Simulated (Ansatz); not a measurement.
# C₂H₅NSeSi: up Jacob's ladder to CCSD(T)

Aim: compute C₂H₅NSeSi with functionals from several rungs and with coupled cluster. The yardstick is the atomisation energy at the CCSD(T) limit.

Computed with Ansatz 0.2.0, Gaussian basis. Level: functionals in def2-TZVPP, the program's frozen cores in correlated methods.

Levels to be run: PBE-D4, r2SCAN-D4, PBE0-D4, B3LYP-D4, ωB97X-V, ωB97M-V, B2PLYP; CCSD(T)/def2-TZVPP; MP2/def2-QZVPP; extrapolation to the limit.

### 1 The geometry

All runs share one geometry, relaxed beforehand with PBE0-D4 in a triple-zeta def2 set.

SMILES `C1=N[SiH2]C[Se]1`, 10 atoms, charge 0, spin multiplicity 1.

Atoms are counted from 1 here; the program's logs count them from 0.

Bond lengths: C1–N2 1.256 Å, C1–Se5 1.930 Å, C1–H6 1.094 Å, N2–Si3 1.746 Å, Si3–C4 1.899 Å, Si3–H7 1.485 Å, Si3–H8 1.485 Å, C4–Se5 1.948 Å, C4–H9 1.090 Å, C4–H10 1.090 Å. Angles: N2–C1–Se5 123.8°, N2–C1–H6 123.2°, Se5–C1–H6 113.0°, C1–N2–Si3 114.8°, N2–Si3–C4 103.3°, N2–Si3–H7 110.2°, N2–Si3–H8 110.2°, C4–Si3–H7 112.0°, C4–Si3–H8 111.9°, H7–Si3–H8 109.1°, Si3–C4–Se5 105.5°, Si3–C4–H9 112.5°, Si3–C4–H10 112.4°, Se5–C4–H9 108.5°, Se5–C4–H10 108.6°, H9–C4–H10 109.1°, C1–Se5–C4 92.5°.

### 2 PBE-D4 (GGA)

File in.yaml:

```yaml
crystal:
  periodic: [false, false, false]
  atoms:
    - {symbol: C, position_ang: [-1.454187, 0.761959, 0.609102]}
    - {symbol: N, position_ang: [-1.160722, -0.398296, 0.990415]}
    - {symbol: Si, position_ang: [0.311617, -1.042724, 0.309236]}
    - {symbol: C, position_ang: [0.931384, 0.364005, -0.805051]}
    - {symbol: Se, position_ang: [-0.386382, 1.787737, -0.629061]}
    - {symbol: H, position_ang: [-2.346448, 1.296290, 0.947407]}
    - {symbol: H, position_ang: [1.278966, -1.363412, 1.388739]}
    - {symbol: H, position_ang: [0.020500, -2.275863, -0.464581]}
    - {symbol: H, position_ang: [1.901100, 0.748442, -0.490212]}
    - {symbol: H, position_ang: [0.987272, 0.070863, -1.852996]}
basis:
  gaussian: {orbitals: def2-TZVPP}
hamiltonian: {xc: pbe, dispersion: d4}
output: {forces: true, orbitals: {seedname: orbitals}}
```

Command:

```console
$ ansatz run in.yaml --threads 4 --pin off --events-out ev --progress --plain --max-ram 10444MiB
```

The runs that follow: r2SCAN-D4 (meta-GGA); PBE0-D4 (hybrid); B3LYP-D4 (hybrid); ωB97X-V (range-separated); ωB97M-V (range-separated); B2PLYP (double hybrid); CCSD(T) in def2-TZVPP; MP2 in def2-QZVPP.

**Question.** What will the summary of the whole plan be? Wanted: atomisation energy, CCSD(T)/CBS; farthest; mean size of error, hybrid; mean size of error, range-separated; gap, smallest and largest; T1 diagnostic; triples share of the correlation energy.

**Answer**, as computed:

```
                               quantity                                           value
        atomisation energy, CCSD(T)/CBS                                   3709.2 kJ/mol
 functionals within 37.1 kJ/mol (1.0 %)  r2SCAN-D4, PBE0-D4, B3LYP-D4, ωB97X-V, ωB97M-V
                               farthest                          PBE-D4 (+108.5 kJ/mol)
             mean size of error, hybrid                                     12.8 kJ/mol
    mean size of error, range-separated                                      9.8 kJ/mol
              gap, smallest and largest            3.86 eV (PBE-D4), 10.41 eV (ωB97X-V)
                          T1 diagnostic                                          0.0138
triples share of the correlation energy                                           4.5 %
```

**Reading.** PBE-D4 misses by +108.5 kJ/mol. Double hybrids carry the basis error of their MP2 part in triple zeta, and no dispersion term here, so their miss is partly the set-up's. Misses under about 37.1 kJ/mol are within the doubt on the reference itself, which lacks core-valence correlation, relativity and higher excitations, and its outer-core shells are covered unevenly. All levels share the lack of spin-orbit coupling, which lowers the free heavy atoms and so the true binding. Hartree-Fock recovers 69 % of the binding; the rest is correlation. The gap grows from 3.9 to 10.4 eV across the functionals, mostly with the share of exact exchange. Correlated methods include outer-core shells of Se, which these sets cover unevenly.
